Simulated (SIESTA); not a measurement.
Sr2TiBiO6:

```
CELL_PARAMETERS angstrom
0.00000 4.16054 4.16054
4.16054 0.00000 4.16054
4.16054 4.16054 0.00000
ATOMIC_POSITIONS crystal
Bi 0.00000 0.00000 0.00000
Sr 0.75000 0.75000 0.75000
Sr 0.25000 0.25000 0.25000
Ti 0.50000 0.50000 0.50000
O 0.73590 0.73590 0.26410
O 0.26410 0.26410 0.73590
O 0.73590 0.26410 0.73590
O 0.26410 0.73590 0.26410
O 0.26410 0.73590 0.73590
O 0.73590 0.26410 0.26410
```

The cell comes from a database or a generator and needn't be the stable form of this composition.

| Item | Value |
| --- | --- |
| Program | SIESTA 5.4.2 |
| Task | single point |
| Functional | PBE |
| Potentials or basis | PseudoDojo 0.4 standard (PBE files) |
| Basis | DZP (energy shift 0.003 Ry; two zetas on semicore shells; d shell added on Sr) |
| Grid cutoff | 800 Ry |
| Energy shift | 0.003 Ry |
| k mesh | 6 × 6 × 6 |
| Occupations | fermi-dirac, width 0.05 eV |
| Spin | no spin polarisation |

On this cell: pressure 1.6 GPa; largest force 0.249 eV/Å; band gap on the k mesh none (metal or under the smearing width).

The same run follows on a disturbed copy (atoms moved at random, drawn with an rms of 0.05 Å):

```
CELL_PARAMETERS angstrom
0.00000 4.16054 4.16054
4.16054 0.00000 4.16054
4.16054 4.16054 0.00000
ATOMIC_POSITIONS crystal
Bi 0.99804 0.99110 0.00384
Sr 0.74350 0.76038 0.75343
Sr 0.25585 0.24475 0.25346
Ti 0.49636 0.50214 0.50103
O 0.74201 0.73443 0.25671
O 0.26583 0.26820 0.72611
O 0.73192 0.26464 0.74685
O 0.26423 0.73167 0.26162
O 0.26667 0.74397 0.72611
O 0.74086 0.26669 0.25713
```

Problem. What changes?

Solution. The energy (extrapolated to zero smearing) moves by +7.8 meV/atom; pressure 1.8 GPa; largest force 1.270 eV/Å; band gap on the k mesh none (metal or under the smearing width).

Forces on the atoms (eV/Å):
```
Bi   0.567 -0.115  1.131
Sr  -0.177  0.088 -0.167
Sr   0.088 -0.057 -0.018
Ti  -0.389  0.229 -0.303
O    0.017 -0.047 -0.830
O   -0.042  0.152  0.032
O   -0.084 -0.837 -0.063
O   -0.007  0.487  0.180
O   -0.424 -0.088  0.085
O    0.455  0.184 -0.050
```

Stress tensor (GPa, compression positive):
```
 1.61 -0.11 -0.17
-0.11  1.90  0.06
-0.17  0.06  1.89
```

Caveats: spin-orbit coupling is left out, which moves the levels of the heavy elements; the basis of atomic orbitals isn't converged, which shifts pressures, moduli and gaps; an odd number of electrons without spin polarisation forces a metal; a magnetic or distorted state may lie lower; semilocal functionals often make such compounds metallic where correlation or magnetic order opens a gap, which also shifts bond lengths.
